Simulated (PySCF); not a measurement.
# Re⁺: excitation energy in x2c-TZVPPall plus 1 even-tempered diffuse shell per l

Aim: the excitation energy of rhenium from differences of total energies, at each level of theory, and how far each lands from the tabulated value where there is one.

Method: unrestricted determinants in a Gaussian basis, no spin-orbit coupling in the energies. Code: PySCF 2.14.0.

## 1. Starting point

- Element: rhenium (Z = 75)
- Basis: x2c-TZVPPall with one added diffuse shell each of s, p, d, f type (12s8p8d4f1g, 113 functions)
- Hamiltonian: the spin-free X2C one-electron Hamiltonian (Gaussian nucleus)
- State 1: Re⁺: [Xe] 4f14 5d5 6p1, high-spin 7P determinant (an excited configuration)
- Needed too, but not shown: Re⁺ [Xe] 4f14 5d5 6s1 (7S)
- Methods: CCSD(T)
- Core shells frozen in the correlated runs: valence and next inner shell: [Kr] 4d10 4f14 (for Re⁺)

Outer shells as boxes (Hund's rule):

Re+ [Xe] 4f14 5d5 6p1
```
[Xe] core
4f [↑↓][↑↓][↑↓][↑↓][↑↓][↑↓][↑↓]
5d [↑ ][↑ ][↑ ][↑ ][↑ ]
6p [↑ ][  ][  ]
```

One driver process ran all states and methods and kept the integrals in memory. Each run is shown as a PySCF script that sums up its settings (the driver passes frozen orbitals as a list and adds second-order terms of double hybrids); the logs are those of the runs themselves. The driver starts from symmetry-adapted Hartree-Fock orbitals, holds the occupation by maximum overlap and uses a logarithmic radial grid for functionals, so a plain start would take other cycles.

The integrals over 113 functions and the set-up took 15 s of CPU time.

## 2. Re⁺ [Xe] 4f14 5d5 6p1: CCSD(T) (valence and next inner shell)

CCSD(T) (valence and next inner shell):

File input.py:

```python
from pyscf import gto, scf, dft, mp, cc
import basis_set_exchange as bse
mol = gto.M(atom="Re 0 0 0", charge=1, spin=6, symmetry="D2h",
            basis=gto.basis.parse(bse.get_basis("x2c-TZVPPall", elements=["Re"], fmt="nwchem", augment_diffuse=1)),
            nucmod="G")
mf = scf.UHF(mol).sfx2c1e()
mf.irrep_nelec = {'Ag': (11, 9), 'B1g': (3, 2), 'B2g': (3, 2), 'B3g': (3, 2), 'Au': (1, 1), 'B1u': (6, 6), 'B2u': (7, 6), 'B3u': (6, 6)}
mf.kernel()
mycc = cc.CCSD(mf, frozen=30).run()
mycc.ccsd_t()
```

Standard output:

```text
CC2 = 0
CCSD nocc = (np.int64(10), np.int64(4)), nmo = (83, 83)
frozen orbitals [[0, 1, 2, 3, 4, 5, 6, 7, 8, 9, 10, 11, 12, 13, 14, 15, 16, 17, 18, 19, 20, 21, 22, 27, 28, 29, 30, 31, 32, 33], [0, 1, 2, 3, 4, 5, 6, 7, 8, 9, 10, 11, 12, 13, 14, 15, 16, 17, 18, 19, 20, 21, 22, 24, 25, 26, 27, 28, 29, 30]]
max_cycle = 100
direct = 0
conv_tol = 1e-08
conv_tol_normt = 1e-06
diis_space = 8
diis_start_cycle = 0
Init t2, MP2 energy = -0.27921426885378
Init E_corr(UCCSD) = -0.279214268859892
cycle = 1  E_corr(UCCSD) = -0.279991540792256  dE = -0.000777271932  norm(t1,t2) = 0.0341847
cycle = 2  E_corr(UCCSD) = -0.28279399751738  dE = -0.00280245673  norm(t1,t2) = 0.0118013
cycle = 3  E_corr(UCCSD) = -0.283361945418872  dE = -0.000567947901  norm(t1,t2) = 0.00753447
cycle = 4  E_corr(UCCSD) = -0.283487814120153  dE = -0.000125868701  norm(t1,t2) = 0.00458627
cycle = 5  E_corr(UCCSD) = -0.283459092326729  dE = 2.87217934e-05  norm(t1,t2) = 0.00386364
cycle = 6  E_corr(UCCSD) = -0.283395972603557  dE = 6.31197232e-05  norm(t1,t2) = 0.0437321
cycle = 7  E_corr(UCCSD) = -0.283511325648764  dE = -0.000115353045  norm(t1,t2) = 0.00155845
cycle = 8  E_corr(UCCSD) = -0.28353177595884  dE = -2.04503101e-05  norm(t1,t2) = 0.00107504
cycle = 9  E_corr(UCCSD) = -0.283504844186422  dE = 2.69317724e-05  norm(t1,t2) = 0.000788459
cycle = 10  E_corr(UCCSD) = -0.283519842514653  dE = -1.49983282e-05  norm(t1,t2) = 0.000208577
cycle = 11  E_corr(UCCSD) = -0.283521207799908  dE = -1.36528526e-06  norm(t1,t2) = 6.20428e-05
cycle = 12  E_corr(UCCSD) = -0.2835218585457  dE = -6.50745792e-07  norm(t1,t2) = 1.58258e-05
cycle = 13  E_corr(UCCSD) = -0.283521892447964  dE = -3.39022636e-08  norm(t1,t2) = 4.42302e-06
cycle = 14  E_corr(UCCSD) = -0.283521933248829  dE = -4.08008655e-08  norm(t1,t2) = 1.3302e-06
cycle = 15  E_corr(UCCSD) = -0.283521930821143  dE = 2.42768589e-09  norm(t1,t2) = 2.22916e-05
cycle = 16  E_corr(UCCSD) = -0.283521937213144  dE = -6.39200076e-09  norm(t1,t2) = 7.76671e-07
UCCSD converged
E(UCCSD) = -16688.08440625529  E_corr = -0.2835219372131441
UCCSD(T) correction = -0.00636970947699279
```

CPU time 1.9 min on a shared host, the integrals not counted.

CCSD correlation -0.28352 hartree, triples -0.00637; total -16688.090776. T1 = 0.010, largest double amplitude 0.043.

Spin-orbit coupling, absent here, splits the open shell strongly.

## 3. The energy differences

Excitation energy: Re⁺ [Xe] 4f14 5d5 6s1 (7S) → Re⁺ [Xe] 4f14 5d5 6p1 (7P).

| method | value (eV) | less CCSD(T) (valence and next inner shell) (eV) |
| --- | --- | --- |
| UHF | 5.667 | -0.364 |
| MP2 (valence and next inner shell) | 6.090 | +0.059 |
| SCS-MP2 (valence and next inner shell) | 5.947 | -0.084 |
| CCSD (valence and next inner shell) | 6.019 | -0.011 |
| CCSD(T) (valence and next inner shell) | 6.031 | +0.000 |

A first-order spin-orbit estimate (lowest level to lowest level, LS coupling) adds -0.350 eV.

The differences also use runs on Re⁺ [Xe] 4f14 5d5 6s1 (7S), which are not shown here. The runs at UHF, MP2 (valence and next inner shell) are not shown; their differences are listed all the same.

## 4. Outcome

| quantity | value |
| --- | --- |
| excitation energy, Re⁺ → [Xe] 4f14 5d5 6p1 | UHF 5.667, CCSD(T) (valence and next inner shell) 6.031 eV |

Accuracy by level (over 1 difference):

| method | mean absolute miss against CCSD(T) (valence and next inner shell) (eV) |
| --- | --- |
| UHF | 0.364 |
| MP2 (valence and next inner shell) | 0.059 |
| SCS-MP2 (valence and next inner shell) | 0.084 |
| CCSD (valence and next inner shell) | 0.011 |
| CCSD(T) (valence and next inner shell) | 0.000 |

**Reading.** The methods span 0.423 eV, from UHF (5.667) to MP2 (valence and next inner shell) (6.090). No reference value is at hand in this session. All values hold for this basis alone; no basis-set limit was taken.
